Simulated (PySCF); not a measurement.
# H10OSSi4: electronic excitations

What electronic excitations should H10OSSi4 (`[SiH3]O[SiH2][SiH2]S[SiH3]`) show?

The runs use PySCF 2.14.0, with density-fitted response routines of our own; the level of theory stands in each step. All values are computed, except where a source is named. Atoms are numbered from 0 throughout.

### Step 1. Starting geometry

16 atoms, charge 0, multiplicity 1; geometry from: GFN2-xTB.

Bonds of the start (Å): Si0–O1 1.62, O1–Si2 1.62, Si2–Si3 2.30, Si3–S4 2.16, S4–Si5 2.14, Si0–H6 1.46, Si0–H7 1.46, Si0–H8 1.46, Si2–H9 1.47, Si2–H10 1.47, Si3–H11 1.47, Si3–H12 1.47, Si5–H13 1.46, Si5–H14 1.46, Si5–H15 1.45.

### Step 2. TDDFT and polarisability: CAM-B3LYP/def2-SVPD

The job: settings as JSON, then the geometry in Å.

```
{"job": {"kind": "uv", "xc": "CAM-B3LYP", "basis": "def2-SVPD", "nstates": 8, "ntriplets": 3}, "charge": 0, "multiplicity": 1}
Si    -3.852981     0.019220     0.245964
O     -2.300491    -0.410756     0.402971
Si    -0.953853    -1.284416     0.646342
Si     0.692581     0.270174     0.272758
S      2.576290    -0.749623     0.577095
Si     4.048650     0.713165     0.066392
H     -4.632029    -1.161351    -0.118453
H     -4.260941     0.559652     1.539675
H     -3.842389     1.026446    -0.811571
H     -1.009645    -2.408844    -0.295358
H     -1.046774    -1.833105     2.004132
H      0.786983     0.850543    -1.075382
H      0.749080     1.438835     1.163400
H      3.824658     1.899836     0.882225
H      3.910856     1.029989    -1.349697
H      5.302407     0.049180     0.373064
```

Level: TDDFT CAM-B3LYP/def2-SVPD, vertical, gas phase, core orbitals frozen in the response.

The run is started by

```console
> OMP_NUM_THREADS=1 python probes_run.py task.json out
```

This one command runs all jobs of the session in turn.

What will the session give for the following? lowest singlet (CAM-B3LYP/def2-SVPD); brightest single state of those computed; lowest triplet. Wanted: lowest singlet; brightest single state of those computed; lowest triplet.

The runs gave:

```
                                quantity                        value
    lowest singlet (CAM-B3LYP/def2-SVPD)  5.39 eV (230 nm), f = 0.006
brightest single state of those computed  state 6, 6.79 eV, f = 0.037
                          lowest triplet                      5.10 eV
```

In words: The lowest singlet, at 5.39 eV, is HOMO→LUMO 0.87, HOMO→LUMO+1 0.09 and is weak; of the 8 states computed, the strongest absorption comes from states 6 to 7 together at 6.79 eV. The lowest triplet lies 0.29 eV below the lowest singlet (triplets in Tamm-Dancoff, singlets in full TDDFT).
